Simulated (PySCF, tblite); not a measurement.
# C4H11F2NSi2: geometry, infrared bands and NMR shifts

What infrared bands and NMR shifts should C4H11F2NSi2 (`C=CCC(F)(F)[SiH2][SiH2]N`) show?

Computed with tblite 0.8.0 and PySCF 2.14.0, with density-fitted response routines of our own, on a single molecule in the gas phase. Atoms are numbered from 0 throughout.

## (1) Starting geometry

20 atoms, charge 0, multiplicity 1; geometry from: force field or distance geometry start.

Bonds of the start (Å): C0–C1 1.34, C1–C2 1.51, C2–C3 1.49, C3–F4 1.36, C3–F5 1.39, C3–Si6 1.88, Si6–Si7 2.25, Si7–N8 1.77, C0–H9 1.08, C0–H10 1.09, C1–H11 1.07, C2–H12 1.10, C2–H13 1.11, Si6–H14 1.47, Si6–H15 1.48, Si7–H16 1.47, Si7–H17 1.48, N8–H18 1.04, N8–H19 1.03.

## (2) Geometry optimisation with GFN2-xTB

What the job is given:

```
{"job": {"kind": "relax", "xc": "GFN2-xTB", "basis": "xTB"}, "charge": 0, "multiplicity": 1}
C     -2.861700     1.197300     0.170500
C     -2.258900     0.594900    -0.863300
C     -1.879600    -0.846900    -0.623800
C     -0.404200    -0.913400    -0.779200
F     -0.072800    -0.506100    -2.037900
F     -0.016800    -2.238300    -0.634800
Si     0.530700     0.171000     0.431800
Si     2.625600    -0.642800     0.421600
N      3.732200     0.743800     0.419600
H     -3.158400     2.226000     0.067900
H     -3.065100     0.625700     1.081700
H     -2.044000     1.107400    -1.776700
H     -2.351600    -1.455700    -1.414100
H     -2.198600    -1.164600     0.390700
H      0.449000     1.538400    -0.092500
H     -0.024000     0.117500     1.800200
H      2.748900    -1.490000     1.614700
H      2.788100    -1.503200    -0.770500
H      4.189600     0.824900    -0.507000
H      3.266200     1.624800     0.688700
```

Command:

```sh
$ OMP_NUM_THREADS=1 python probes_run.py task.json out
```

One launch serves the whole session: the jobs run in the order shown.

**Question.** This job is followed by: GFN2-xTB harmonic vibrations, gas phase; GIAO PBE0/pcSseg-1 NMR shielding, non-relativistic, gas phase. Predict these results of the whole session: strongest single infrared mode (GFN2-xTB); zero-point energy (GFN2-xTB); ¹³C shifts against TMS (PBE0/pcSseg-1); ¹H shifts against TMS (PBE0/pcSseg-1, means over atoms taken as alike); ¹⁹F shifts against CFCl3 (PBE0/pcSseg-1, means over atoms taken as alike); ²⁹Si shifts against TMS (PBE0/pcSseg-1); ¹⁵N shifts against NH3 (PBE0/pcSseg-1).

As calculated:

```
                                                                 quantity                                          value
                                strongest single infrared mode (GFN2-xTB)                           649 cm⁻¹, 411 km/mol
                                             zero-point energy (GFN2-xTB)                                  86.9 kcal/mol
                                   ¹³C shifts against TMS (PBE0/pcSseg-1)                  142.5, 137.4, 126.8, 51.0 ppm
   ¹H shifts against TMS (PBE0/pcSseg-1, means over atoms taken as alike)  6.25, 5.58, 5.54, 5.27, 4.01, 2.82, -0.24 ppm
¹⁹F shifts against CFCl3 (PBE0/pcSseg-1, means over atoms taken as alike)                                     -113.6 ppm
                                  ²⁹Si shifts against TMS (PBE0/pcSseg-1)                               -50.5, -74.0 ppm
                                   ¹⁵N shifts against NH3 (PBE0/pcSseg-1)                                       -1.6 ppm
```

**Reading.** Relaxing lowered the energy by 0.698 eV in 198 steps; the close pair that moved most is C3–Si6, from 1.875 to 1.939 Å. All 54 modes are real, so the xTB geometry is a minimum. The strongest single mode, at 649 cm⁻¹, is spread over many atoms; the largest shares are those of H15, H14. Unscaled tight-binding wavenumbers are off by several per cent, some by more. Its intensities can rank the bands wrongly. The most deshielded carbon is C1 (alkene CH), at 142.5 ppm: an sp2 carbon of a C=C bond. The most deshielded hydrogen is H11 (hydrogen on an alkene CH), at 6.25 ppm: olefinic region. At PBE0/pcSseg-1: The largest span, 244 ppm, is at C1, where the paramagnetic term is -214 ppm.
